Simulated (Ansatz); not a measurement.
**C5H3NO: a ladder of functionals and wavefunction methods**

The task here is to estimate one member of a computed series from the others.

Method: functionals in def2-TZVPP, the program's frozen cores in correlated methods; program: Ansatz 0.2.0, Gaussian basis.

Plan: LDA (SPW92), PBE-D4, revPBE-D4, BLYP-D4, r2SCAN-D4, B97M-V, PBE0-D4, B3LYP-D4, r2SCANh-D4, r2SCAN0-D4, HSE06-D4, BHLYP-D4, CAM-B3LYP-D4, LC-ωPBE, ωB97X-V, ωB97M-V, B2PLYP, PBE-QIDH; CCSD(T)/def2-SVP; CCSD(T)/def2-TZVPP; MP2/def2-QZVPP; extrapolation to the limit; RPA on PBE.

### The geometry

The geometry comes from an earlier relaxation with PBE0-D4 in a triple-zeta def2 set; it is a stationary point, not always the lowest conformer.

SMILES `N#Cc1ccco1`, 10 atoms, charge 0, spin multiplicity 1.

Atoms are counted from 1 here; the program's logs count them from 0.

Bond lengths: N1–C2 1.152 Å, C2–C3 1.409 Å, C3–C4 1.361 Å, C3–O7 1.357 Å, C4–C5 1.418 Å, C4–H8 1.078 Å, C5–C6 1.357 Å, C5–H9 1.078 Å, C6–O7 1.344 Å, C6–H10 1.078 Å. Angles: N1–C2–C3 178.7°, C2–C3–C4 131.7°, C2–C3–O7 117.9°, C4–C3–O7 110.4°, C3–C4–C5 105.9°, C3–C4–H8 125.9°, C5–C4–H8 128.2°, C4–C5–C6 106.0°, C4–C5–H9 127.4°, C6–C5–H9 126.6°, C5–C6–O7 111.0°, C5–C6–H10 133.1°, O7–C6–H10 115.8°, C3–O7–C6 106.6°.

The first run:

The input, in.yaml:

```yaml
crystal:
  periodic: [false, false, false]
  atoms:
    - {symbol: N, position_ang: [1.134802, -3.119073, 0.645241]}
    - {symbol: C, position_ang: [0.782152, -2.045001, 0.421845]}
    - {symbol: C, position_ang: [0.319564, -0.741589, 0.151657]}
    - {symbol: C, position_ang: [-0.937912, -0.225743, 0.073717]}
    - {symbol: C, position_ang: [-0.775502, 1.150137, -0.229270]}
    - {symbol: C, position_ang: [0.562562, 1.359871, -0.310537]}
    - {symbol: O, position_ang: [1.243261, 0.223938, -0.082685]}
    - {symbol: H, position_ang: [-1.855732, -0.772420, 0.217017]}
    - {symbol: H, position_ang: [-1.550426, 1.886168, -0.368137]}
    - {symbol: H, position_ang: [1.160532, 2.232412, -0.515846]}
basis:
  gaussian: {orbitals: def2-TZVPP}
hamiltonian: {xc: lda}
output: {orbitals: {seedname: orbitals}}
```

On the command line:

```
ansatz run in.yaml --threads 4 --pin off --events-out ev --progress --plain --max-ram 10444MiB
```

Among the steps run: LDA; PBE-D4 (GGA); revPBE-D4 (GGA); BLYP-D4 (GGA); r2SCAN-D4 (meta-GGA); B97M-V (meta-GGA); PBE0-D4 (hybrid); B3LYP-D4 (hybrid); r2SCANh-D4 (hybrid); r2SCAN0-D4 (hybrid); HSE06-D4 (hybrid); BHLYP-D4 (hybrid); CAM-B3LYP-D4 (range-separated); LC-ωPBE (range-separated); ωB97X-V (range-separated); ωB97M-V (range-separated); B2PLYP (double hybrid); PBE-QIDH (double hybrid).

One of the session's tables, all rows but one given; the rest of the session is left out.

It belongs to the step «Orbital energies across the functionals». 

```
  functional  HOMO (eV)  LUMO (eV)  gap (eV)
 LDA (SPW92)      -6.63      -2.53      4.10
      PBE-D4      -6.39      -2.28      4.12
   revPBE-D4      -6.31      -2.19      4.12
     BLYP-D4      -6.23      -2.14      4.08
   r2SCAN-D4      -6.56      -2.17      4.39
      B97M-V      -6.50      -2.07      4.43
     PBE0-D4      -7.40      -1.41      5.99
    B3LYP-D4      -7.20      -1.62      5.58
  r2SCANh-D4      -6.94      -1.85      5.10
  r2SCAN0-D4      -7.52      -1.36      6.16
    HSE06-D4      -7.01      -1.78      5.23
    BHLYP-D4      -8.25      -0.41      7.84
CAM-B3LYP-D4      -8.64      -0.32      8.32
     LC-ωPBE      -9.94       0.76     10.71
     ωB97X-V      -9.55       0.74     10.29
     ωB97M-V          ?          ?         ?
```

Estimate the missing values for ωB97M-V.

**Answer.** HOMO (eV): -9.46; LUMO (eV): 0.70; gap (eV): 10.16. In the column «HOMO (eV)» it lies between ωB97X-V (-9.55) and CAM-B3LYP-D4 (-8.64).
